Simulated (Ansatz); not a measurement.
# C₂H₆FNSn: basis-set convergence

Aim: see how fast density functionals converge with the basis set for C₂H₆FNSn.

The runs use Ansatz 0.2.0, Gaussian basis; one geometry, several basis sets.

Plan: PBE0-D4/def2-SVP; ωB97M-V/def2-SVP; PBE0-D4/def2-QZVPP; ωB97M-V/def2-QZVPP; the functionals' def2-TZVPP values are taken from earlier runs.

## (1) The relaxed structure

The geometry comes from an earlier relaxation with PBE0-D4 in a triple-zeta def2 set; it is a stationary point, not always the lowest conformer. Sn takes the def2 core potential; no spin-orbit term is included.

SMILES `C[N](C)[Sn][F]`, 11 atoms, charge 0, spin multiplicity 1.

Atoms are counted from 1 here; the program's logs count them from 0.

Bond lengths: C1–N2 1.441 Å, C1–H6 1.090 Å, C1–H7 1.099 Å, C1–H8 1.099 Å, N2–C3 1.439 Å, N2–Sn4 2.018 Å, C3–H9 1.099 Å, C3–H10 1.095 Å, C3–H11 1.099 Å, Sn4–F5 1.957 Å. Angles: N2–C1–H6 110.2°, N2–C1–H7 111.2°, N2–C1–H8 111.2°, H6–C1–H7 108.5°, H6–C1–H8 108.5°, H7–C1–H8 107.2°, C1–N2–C3 113.5°, C1–N2–Sn4 125.3°, C3–N2–Sn4 121.2°, N2–C3–H9 111.7°, N2–C3–H10 110.9°, N2–C3–H11 111.7°, H9–C3–H10 107.6°, H9–C3–H11 107.2°, H10–C3–H11 107.6°, N2–Sn4–F5 93.6°.

Geometry (Å):

```xyz
11
charge 0, multiplicity 1
C    -0.9656   -0.0458    0.6143
N     0.1779    0.1908   -0.2295
C     1.1719   -0.8472   -0.1533
Sn    0.4321    1.7949   -1.4272
F    -1.2778    2.5997   -0.9195
H    -1.6821    0.7701    0.5155
H    -0.6699   -0.1247    1.6702
H    -1.4683   -0.9861    0.3468
H     1.5626   -0.9609    0.8679
H     2.0204   -0.6256   -0.8095
H     0.7643   -1.8224   -0.4554
```

## (2) PBE0-D4 in def2-SVP

in.yaml reads:

```yaml
crystal:
  periodic: [false, false, false]
  atoms:
    - {symbol: C, position_ang: [-0.965579, -0.045803, 0.614336]}
    - {symbol: N, position_ang: [0.177903, 0.190825, -0.229517]}
    - {symbol: C, position_ang: [1.171873, -0.847212, -0.153274]}
    - {symbol: Sn, position_ang: [0.432137, 1.794942, -1.427205]}
    - {symbol: F, position_ang: [-1.277803, 2.599710, -0.919463]}
    - {symbol: H, position_ang: [-1.682138, 0.770088, 0.515535]}
    - {symbol: H, position_ang: [-0.669948, -0.124670, 1.670243]}
    - {symbol: H, position_ang: [-1.468344, -0.986129, 0.346806]}
    - {symbol: H, position_ang: [1.562568, -0.960853, 0.867942]}
    - {symbol: H, position_ang: [2.020361, -0.625576, -0.809451]}
    - {symbol: H, position_ang: [0.764269, -1.822424, -0.455351]}
basis:
  gaussian: {orbitals: def2-SVP}
hamiltonian: {xc: pbe0, dispersion: d4}
output: {orbitals: {seedname: orbitals}}
```

The run is started by

```
ansatz run in.yaml --threads 4 --pin off --events-out ev --progress --plain --max-ram 10444MiB
```

Further steps of the session: ωB97M-V in def2-SVP; PBE0-D4 in def2-QZVPP; ωB97M-V in def2-QZVPP.

Q: Predict the results of all the runs planned. Wanted: PBE0-D4: double and triple zeta above quadruple; ωB97M-V: double and triple zeta above quadruple.

The runs gave:

| quantity | value |
| --- | --- |
| PBE0-D4: double and triple zeta above quadruple | 8.29, 0.43 eV |
| ωB97M-V: double and triple zeta above quadruple | 8.59, 0.42 eV |

**Reading.** PBE0-D4 gains 7.86 eV from double to triple zeta, then 0.43 eV more. These are total energies; as a rule much of such shifts cancels in differences, which this series doesn't test.
